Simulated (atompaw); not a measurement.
**A PAW (atompaw) potential for Sn, from input to tests**

Aim: build the potential from the settings below, then test how well it stands in for the atom: scattering, ghost states and the plane-wave cutoff that it needs.

Program: atompaw 4.2.0.5. Reference atom: PBE, scalar-relativistic, spherical and spin-unpolarised. All values are calculated.

## Step 1: Settings

The settings as typed:

* element: tin (Sn, Z = 50)
* type: PAW
* frozen core: [Ar] 3d10
* valence charge: 22
* reference configuration: 4s2 4p6 4d10 5s2 5p2
* partial waves: 4s (bound): rc 1.40 bohr; 5s (bound): rc 1.70 bohr; 4p (bound): rc 1.60 bohr; 5p (bound): rc 1.70 bohr; 4d (bound): rc 1.70 bohr; 4d channel at 0.25 Ry: rc 1.70 bohr
* local potential: bessel scheme, radius 1.65 bohr
* core correction: smooth core density matched at 1.40 bohr
* augmentation charge: besselshape compensation charge, radius 1.35 bohr; PAW radius 1.70 bohr; waves and projectors: custom rrkj gramschmidtortho

An earlier all-electron run gives the scale for the radii.

All-electron outer shells of the reference configuration (PBE, scalar-relativistic, ld1.x):

| shell | level (eV) | outermost node (bohr) | outermost maximum (bohr) |
| --- | --- | --- | --- |
| 3p | -698.81 | 0.14 | 0.30 |
| 3d | -473.43 | – | 0.25 |
| 4s | -133.93 | 0.40 | 0.74 |
| 4p | -89.70 | 0.41 | 0.79 |
| 4d | -25.84 | 0.39 | 0.88 |
| 5s | -10.55 | 0.98 | 2.01 |
| 5p | -3.69 | 1.09 | 2.55 |

## Step 2: Generation

Sn.input reads:

```
Sn 50
GGA-PBE scalarrelativistic loggrid 1500 logderivrange -12 5 426
5 5 4 0 0 0
5 1 2
0 0 0
c
c
c
v
v
c
c
v
v
c
v
2
1.70 1.35 1.65 1.40
n
n
y
0.25
n
custom rrkj gramschmidtortho besselshape
bessel
1.40
1.70
1.60
1.70
1.70
1.70
PWSCFOUT
UPFDX 0.0125d0 UPFXMIN -7.d0 UPFZMESH 50.d0
END
```

Launch:

```console
$ atompaw < Sn.input > Sn.log
```

Before running it: what results should come out? Wanted: cutoffs for 10 and 1 mRy, occupied levels; bound ghosts; largest phase difference near zero energy, channels read; lowest eigenvalue of the overlap; share of valence orbitals outside the PAW sphere; UPF file.

As calculated:

```
                                                quantity                                      value
               cutoffs for 10 and 1 mRy, occupied levels                            50 Ry and 90 Ry
                                            bound ghosts                                 none found
largest phase difference near zero energy, channels read                                  0.009 rad
         lowest eigenvalue of the overlap (Bessel basis)                                  0.164 (d)
        share of valence orbitals outside the PAW sphere  4s 1 %, 5s 80 %, 4p 2 %, 5p 93 %, 4d 10 %
                                                UPF file                                    written
```

**Reading.** The potential is of middling hardness: the looser tolerance needs 50 Ry. It is free of bound ghosts as far as tested. Near zero energy the phases of the channels with partial waves agree within 0.009 rad. All of this concerns the isolated atom, not yet a solid.
